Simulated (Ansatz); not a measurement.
# AlFHI (SMILES [F][AlH][I]): functionals against CCSD(T) at one geometry

How do the functionals fare away from a minimum? The structure is a structure displaced at random from a GFN2-xTB minimum.

Program: Ansatz 0.2.0, Gaussian basis. Level of theory: single points in def2-TZVPP. These are calculated values, not measurements.

Cores are frozen in the correlated methods. Filled d shells of the heavier atoms are correlated. Core potentials replace the inner electrons past krypton, and spin-orbit coupling is left out.

### Step 1. Where the work starts

SMILES `[F][AlH][I]`, 4 atoms, charge 0, spin multiplicity 1.

Atoms are counted from 1 here; the program's logs count them from 0.

Bond lengths: F1–Al2 1.678 Å, Al2–I3 2.403 Å, Al2–H4 1.736 Å. Angles: F1–Al2–I3 133.1°, F1–Al2–H4 104.8°, I3–Al2–H4 120.1°.

Coordinates:

```mol
AlFHI
  3D, bonds by distance, orders not assigned

  4  3  0  0  0  0  0  0  0  0999 V2000
   -1.4779   -0.0816    1.1096 F   0  0
   -0.1550    0.1752    0.1100 Al  0  0
    2.0557   -0.7651    0.0398 I   0  0
   -0.8027    0.9850   -1.2823 H   0  0
  1  2  8  0
  2  3  8  0
  2  4  8  0
M  END
```

### Step 2. CCSD(T)/def2-TZVPP

The input, run/in.yaml:

```yaml
crystal:
  periodic: [false, false, false]
  atoms:
    - {symbol: F, position_ang: [-1.477900, -0.081600, 1.109600]}
    - {symbol: Al, position_ang: [-0.155000, 0.175200, 0.110000]}
    - {symbol: I, position_ang: [2.055700, -0.765100, 0.039800]}
    - {symbol: H, position_ang: [-0.802700, 0.985000, -1.282300]}
basis:
  gaussian: {orbitals: def2-TZVPP}
correlation: {method: ccsd_t}
output: {forces: true}
```

The command line of these runs was not kept.

### Step 3. PBE0-D4/def2-TZVPP

run/in.yaml: that of step 2 with these lines changed.

```diff
@@ -9,3 +9,3 @@
   gaussian: {orbitals: def2-TZVPP}
-correlation: {method: ccsd_t}
-output: {forces: true}
+hamiltonian: {xc: pbe0, dispersion: d4}
+output: {forces: true, orbitals: {seedname: orbitals}}
```

### Step 4. wB97M-V/def2-TZVPP

run/in.yaml: that of step 3 with these lines changed.

```diff
@@ -9,3 +9,3 @@
   gaussian: {orbitals: def2-TZVPP}
-hamiltonian: {xc: pbe0, dispersion: d4}
-output: {forces: true, orbitals: {seedname: orbitals}}
+hamiltonian: {xc: {name: wB97M-V}}
+output: {forces: true}
```

### Step 5. r2SCAN-D4/def2-TZVPP

run/in.yaml: that of step 4 with these lines changed.

```diff
@@ -9,3 +9,3 @@
   gaussian: {orbitals: def2-TZVPP}
-hamiltonian: {xc: {name: wB97M-V}}
+hamiltonian: {xc: r2scan, dispersion: d4}
 output: {forces: true}
```

### Step 6. PBE-D4/def2-TZVPP

run/in.yaml: that of step 5 with these lines changed.

```diff
@@ -9,3 +9,3 @@
   gaussian: {orbitals: def2-TZVPP}
-hamiltonian: {xc: r2scan, dispersion: d4}
+hamiltonian: {xc: pbe, dispersion: d4}
 output: {forces: true}
```

### Step 7. LC-wPBE/def2-TZVPP

run/in.yaml: that of step 6 with these lines changed.

```diff
@@ -9,3 +9,3 @@
   gaussian: {orbitals: def2-TZVPP}
-hamiltonian: {xc: pbe, dispersion: d4}
+hamiltonian: {xc: {name: LC-wPBE}}
 output: {forces: true}
```

### Step 8. B97M-V/def2-TZVPP

run/in.yaml: that of step 7 with these lines changed.

```diff
@@ -9,3 +9,3 @@
   gaussian: {orbitals: def2-TZVPP}
-hamiltonian: {xc: {name: LC-wPBE}}
+hamiltonian: {xc: {name: B97M-V}}
 output: {forces: true}
```

(Steps that only read results are left out.)

What does the calculation give? Wanted: energy less free atoms, CCSD(T)/def2-TZVPP; RMS force component; RMS force error; HOMO and LUMO, PBE0-D4; T1 diagnostic.

As calculated:

| quantity | value |
| --- | --- |
| energy less free atoms, CCSD(T)/def2-TZVPP | -11.858 eV |
| RMS force component | 0.958 to 1.087 eV/Å over the methods |
| RMS force error | PBE0-D4 0.036, wB97M-V 0.062, r2SCAN-D4 0.024, PBE-D4 0.205, LC-wPBE 0.094, B97M-V 0.095 eV/Å |
| HOMO and LUMO, PBE0-D4 | -8.29 and -1.86 eV |
| T1 diagnostic | 0.010 |

**Reading.** Against CCSD(T) the functionals' energies less atoms differ by -0.345 to -0.030 eV, PBE-D4 by -0.297 eV. A larger basis would deepen the CCSD(T) value, while the functionals are nearly converged already, so the order here is not reliable. For forces r2SCAN-D4 does best and PBE-D4 worst. Frozen-core CCSD(T) forces in triple zeta carry basis errors of their own, and this is one geometry, so small gaps rank nothing.
